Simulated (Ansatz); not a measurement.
# BrH3InNO: taking an electron away

Aim: the vertical ionisation energy of BrH3InNO, as cation minus neutral at the neutral's geometry, on several levels, and how well −ε(HOMO) stands in for it.

The runs use Ansatz 0.2.0, Gaussian basis; unrestricted cation, the program's frozen cores in correlated methods.

Plan: UKS PBE-D4/def2-TZVPP; UKS r2SCAN-D4/def2-TZVPP; UKS PBE0-D4/def2-TZVPP; UKS B3LYP-D4/def2-TZVPP; UKS wB97X-V/def2-TZVPP; UKS wB97M-V/def2-TZVPP; UKS B2PLYP/def2-TZVPP; UHF-CCSD(T)/def2-TZVPP; UHF-MP2/def2-QZVPP; extrapolation to the limit; then −ε(HOMO) from the neutral's earlier runs with LDA (SPW92), PBE-D4, revPBE-D4, BLYP-D4, r2SCAN-D4, B97M-V, PBE0-D4, B3LYP-D4, r2SCANh-D4, r2SCAN0-D4, HSE06-D4, BHLYP-D4, CAM-B3LYP-D4, LC-ωPBE, ωB97X-V, ωB97M-V.

1 further run of the same task is left out (for a known fault of the program).

### 1 The relaxed structure

All runs share one geometry, relaxed beforehand with PBE0-D4 in a triple-zeta def2 set. In takes the def2 core potential; no spin-orbit term is included.

SMILES `[NH2][In]([OH])[Br]`, 7 atoms, charge 0, spin multiplicity 1.

Atoms are counted from 1 here; the program's logs count them from 0.

Bond lengths: N1–In2 2.003 Å, N1–H5 1.010 Å, N1–H6 1.011 Å, In2–O3 1.971 Å, In2–Br4 2.465 Å, O3–H7 0.961 Å. Angles: In2–N1–H5 115.1°, In2–N1–H6 115.4°, H5–N1–H6 109.3°, N1–In2–O3 121.7°, N1–In2–Br4 121.6°, O3–In2–Br4 116.4°, In2–O3–H7 111.9°.

### 2 Cation, UKS PBE-D4/def2-TZVPP

Contents of in.yaml:

```yaml
crystal:
  periodic: [false, false, false]
  atoms:
    - {symbol: N, position_ang: [0.168617, -0.540338, -1.544036]}
    - {symbol: In, position_ang: [-0.030661, -0.073379, 0.393288]}
    - {symbol: O, position_ang: [-0.861581, 1.618211, 0.971372]}
    - {symbol: Br, position_ang: [0.532123, -1.682802, 2.173366]}
    - {symbol: H, position_ang: [0.879919, -1.228093, -1.748415]}
    - {symbol: H, position_ang: [0.272681, 0.245210, -2.171479]}
    - {symbol: H, position_ang: [-0.961097, 1.661181, 1.925894]}
basis:
  gaussian: {orbitals: def2-TZVPP}
total_charge: 1
magnetization: {spin_polarized: true, initial_magnetization: 1}
hamiltonian: {xc: pbe, dispersion: d4}
```

On the command line:

```console
ansatz run in.yaml --threads 2 --pin off --events-out ev --progress --plain --max-ram 32768MiB --backend cpu
```

After this run come: Cation, UKS r2SCAN-D4/def2-TZVPP; Cation, UKS PBE0-D4/def2-TZVPP; Cation, UKS B3LYP-D4/def2-TZVPP; Cation, UKS wB97X-V/def2-TZVPP; Cation, UKS wB97M-V/def2-TZVPP; Cation, UKS B2PLYP (frozen core)/def2-TZVPP; Cation, UHF-CCSD(T)/def2-TZVPP; Cation, UHF-MP2/def2-QZVPP.

**Question.** What will the summary of the whole plan be? Wanted: ionisation energy, CCSD(T)/CBS; nearest functional by difference; nearest −ε(HOMO); −ε(HOMO) of PBE; T1 of the cation.

The runs gave:

| quantity | value |
| --- | --- |
| ionisation energy, CCSD(T)/CBS | 10.24 eV |
| nearest functional by difference | ωB97X-V (-0.15 eV) |
| nearest −ε(HOMO) | ωB97X-V (+0.03 eV) |
| −ε(HOMO) of PBE | 6.44 eV |
| T1 of the cation | 0.020 |

**Reading.** Energy differences with functionals land within 0.84 eV of the reference. −ε(HOMO) of PBE misses by 3.8 eV, since self-interaction lifts the level. Among orbital estimates ωB97X-V comes nearest. Hartree-Fock falls 1.63 eV short, as the neutral has more correlation energy than the cation. Correlated methods include outer-core shells of Br, In, which these sets cover unevenly. With outer-core shells in play the reference is unsure by up to some tenths of an eV, so close misses can't be ranked.
